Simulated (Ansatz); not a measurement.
# CH₄MoO₂S: a ladder of functionals and wavefunction methods

The task here is to estimate one member of a computed series from the others.

Method: functionals in def2-TZVPP, the program's frozen cores in correlated methods; program: Ansatz 0.2.0, Gaussian basis.

The runs, in order: LDA (SPW92), PBE-D4, revPBE-D4, BLYP-D4, r2SCAN-D4, B97M-V, PBE0-D4, B3LYP-D4, r2SCANh-D4, r2SCAN0-D4, HSE06-D4, BHLYP-D4, CAM-B3LYP-D4, LC-ωPBE, ωB97X-V, ωB97M-V, B2PLYP, PBE-QIDH; CCSD(T)/def2-SVP; CCSD(T)/def2-TZVPP; MP2/def2-QZVPP; extrapolation to the limit; RPA on PBE.

## The geometry

An earlier PBE0-D4 in a triple-zeta def2 set relaxation fixed the geometry. Mo takes the def2 core potential; no spin-orbit term is included.

SMILES `[CH3][Mo](=[O])([OH])=[S]`, 9 atoms, charge 0, spin multiplicity 1.

Atoms are counted from 1 here; the program's logs count them from 0.

Bond lengths: C1–Mo2 2.094 Å, C1–H6 1.095 Å, C1–H7 1.091 Å, C1–H8 1.092 Å, Mo2–O3 1.669 Å, Mo2–O4 1.861 Å, Mo2–S5 2.108 Å, O4–H9 0.961 Å. Angles: Mo2–C1–H6 107.2°, Mo2–C1–H7 110.7°, Mo2–C1–H8 109.7°, H6–C1–H7 109.4°, H6–C1–H8 110.3°, H7–C1–H8 109.5°, C1–Mo2–O3 104.6°, C1–Mo2–O4 108.6°, C1–Mo2–S5 105.0°, O3–Mo2–O4 112.9°, O3–Mo2–S5 110.9°, O4–Mo2–S5 114.1°, Mo2–O4–H9 124.4°.

As a file:

```xyz
9
charge 0, multiplicity 1
C    -0.2774   -0.6938   -1.1259
Mo    0.5536    0.3004    0.5189
O     1.9522   -0.5442    0.8583
O    -0.6738    0.2609    1.9165
S     0.9962    2.2384   -0.1833
H    -0.5191   -1.7110   -0.8012
H     0.4360   -0.7368   -1.9503
H    -1.1816   -0.1754   -1.4520
H    -1.1976    1.0151    2.2016
```

The first run:

Input file in.yaml:

```yaml
crystal:
  periodic: [false, false, false]
  atoms:
    - {symbol: C, position_ang: [-0.277398, -0.693767, -1.125895]}
    - {symbol: Mo, position_ang: [0.553615, 0.300382, 0.518899]}
    - {symbol: O, position_ang: [1.952230, -0.544197, 0.858326]}
    - {symbol: O, position_ang: [-0.673821, 0.260940, 1.916513]}
    - {symbol: S, position_ang: [0.996190, 2.238385, -0.183262]}
    - {symbol: H, position_ang: [-0.519127, -1.710951, -0.801221]}
    - {symbol: H, position_ang: [0.436047, -0.736752, -1.950269]}
    - {symbol: H, position_ang: [-1.181613, -0.175413, -1.452016]}
    - {symbol: H, position_ang: [-1.197625, 1.015073, 2.201623]}
basis:
  gaussian: {orbitals: def2-TZVPP}
hamiltonian: {xc: lda}
output: {orbitals: {seedname: orbitals}}
```

Steps of the session up to this table: LDA; PBE-D4 (GGA); revPBE-D4 (GGA); BLYP-D4 (GGA); r2SCAN-D4 (meta-GGA); B97M-V (meta-GGA); PBE0-D4 (hybrid); B3LYP-D4 (hybrid); r2SCANh-D4 (hybrid); r2SCAN0-D4 (hybrid); HSE06-D4 (hybrid); BHLYP-D4 (hybrid); CAM-B3LYP-D4 (range-separated); LC-ωPBE-D4 (range-separated; the results give it without D4); ωB97X-V (range-separated); ωB97M-V (range-separated); B2PLYP (double hybrid); PBE-QIDH (double hybrid).

One of the session's tables, all rows but one given; the rest of the session is left out.

It belongs to the step «Orbital energies across the functionals». 

```
  functional  HOMO (eV)  LUMO (eV)  gap (eV)
 LDA (SPW92)      -6.67      -3.79      2.88
      PBE-D4      -6.50      -3.59      2.90
   revPBE-D4      -6.43      -3.52      2.91
     BLYP-D4          ?          ?         ?
   r2SCAN-D4      -6.78      -3.57      3.21
      B97M-V      -6.82      -3.51      3.32
     PBE0-D4      -7.72      -2.88      4.84
    B3LYP-D4      -7.48      -3.07      4.41
  r2SCANh-D4      -7.23      -3.29      3.94
  r2SCAN0-D4      -7.91      -2.87      5.04
    HSE06-D4      -7.32      -3.25      4.07
    BHLYP-D4      -8.80      -2.00      6.80
CAM-B3LYP-D4      -9.00      -1.82      7.17
     LC-ωPBE     -10.31      -0.77      9.54
     ωB97X-V      -9.97      -0.80      9.17
     ωB97M-V      -9.84      -0.82      9.02
```

Q: Estimate the row for BLYP-D4 from the others.

Worked estimate for «HOMO (eV)». Against the share of exact exchange, B3LYP-D4 (0.2, -7.48), BHLYP-D4 (0.5, -8.80) give a slope of -4.40 per unit share; at 0 the line stands at -6.60.

The run gave: HOMO (eV): -6.34; LUMO (eV): -3.48; gap (eV): 2.87. In «HOMO (eV)» the line misses by -0.26.
